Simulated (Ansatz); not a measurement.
Working through an equation of state with a fit of CaPb3, space group Pm-3m

With Ansatz 0.2.0 through its Python package.

The cells in order, each with its output:

```python
import warnings

import ansatz as az
import numpy as np

vectors0 = np.array([
    [4.891, 0.0, 0.0],
    [0.0, 4.891, 0.0],
    [0.0, 0.0, 4.891],
])
sites = [
    ("Ca", (0.0, 0.0, 0.0)),
    ("Pb", (0.0, 0.5, 0.5)),
    ("Pb", (0.5, 0.0, 0.5)),
    ("Pb", (0.5, 0.5, 0.0)),
]


def on_lattice(cell):
    crystal = az.Crystal(lattice=az.Lattice.of(cell))
    for symbol, position in sites:
        crystal = crystal.atom(symbol, position)
    return crystal

warnings.simplefilter("ignore", az.DeckWarning)
```

```python
# uniform scaling of the cell
volumes, energies = [], []
for scale in np.linspace(0.94, 1.06, 7):
    cell = vectors0 * scale ** (1 / 3)
    base = (
        on_lattice(cell).calculation()
        .functional("r2SCAN")
        .basis(23 * az.Ry, xc_grid=2)
        .accuracy("medium")
        .occupations("fermi_dirac", width=100 * az.meV)
        .scf(tolerance=1e-06)
        .kpoints(5, 5, 5)
    )
    rep = base.run(threads=1).report
    volumes.append(abs(np.linalg.det(cell)) / len(sites))
    energies.append(rep["free_energy_ev"] / len(sites))
    print(f"V = {volumes[-1]:8.4f} A^3/atom  F = {energies[-1]:.5f} eV/atom")
```

    V =  27.4955 A^3/atom  F = -9396.38044 eV/atom
    V =  28.0805 A^3/atom  F = -9396.39380 eV/atom
    V =  28.6655 A^3/atom  F = -9396.40278 eV/atom
    V =  29.2505 A^3/atom  F = -9396.40804 eV/atom
    V =  29.8355 A^3/atom  F = -9396.41008 eV/atom
    V =  30.4205 A^3/atom  F = -9396.40933 eV/atom
    V =  31.0055 A^3/atom  F = -9396.40504 eV/atom

```python
# third-order Birch-Murnaghan: a cubic in V^(-2/3)
x = np.array(volumes) ** (-2 / 3)
poly = np.polynomial.Polynomial.fit(x, energies, 3).convert()
roots = poly.deriv().roots()
x0 = min((r.real for r in roots if abs(r.imag) < 1e-9 and poly.deriv(2)(r.real) > 0), key=lambda r: abs(r - x.mean()))
v0 = x0 ** -1.5
b0 = 4 / 9 * poly.deriv(2)(x0) * v0 ** (-7 / 3) * 160.21766
b1 = 4 + 2 / 3 * x0 * poly.deriv(3)(x0) / poly.deriv(2)(x0)
print(f"V0 = {v0:.4f} A^3/atom, B0 = {b0:.1f} GPa, dB/dP = {b1:.2f}")
```

    V0 = 29.9130 A^3/atom, B0 = 43.0 GPa, dB/dP = 3.51

A third-order Birch-Murnaghan fit through the 7 points has its minimum at 29.91 Å³ an atom, 2.3 % above the typed cell, with a bulk modulus of 43 GPa. From that minimum the energy rises by 29.8 meV an atom on the compressed side and 5.2 meV on the expanded side.

Reading the output:
- These settings explore the input space; cutoff and mesh may be short of convergence.
- The cutoff lies under the one recommended for these potentials.
- Under the recommended cutoff a pressure can be off by several GPa, even in sign.
- For a metal this k-point mesh is coarse: on a finer one energies can move by several to tens of meV an atom and pressures by half a GPa or more, differences at one mesh by less.
- Spin-orbit coupling, which matters for elements this heavy, is left out.
- The structure is a deposited one; some such entries were measured under pressure or heat, so a shift against it needn't be the functional's error alone.
- The script silences the warnings on its input, which a real study should read.
- Wall time of the script: 13 s on 1 thread of Arm Neoverse V2, on a shared host, peak memory 0.4 GiB.
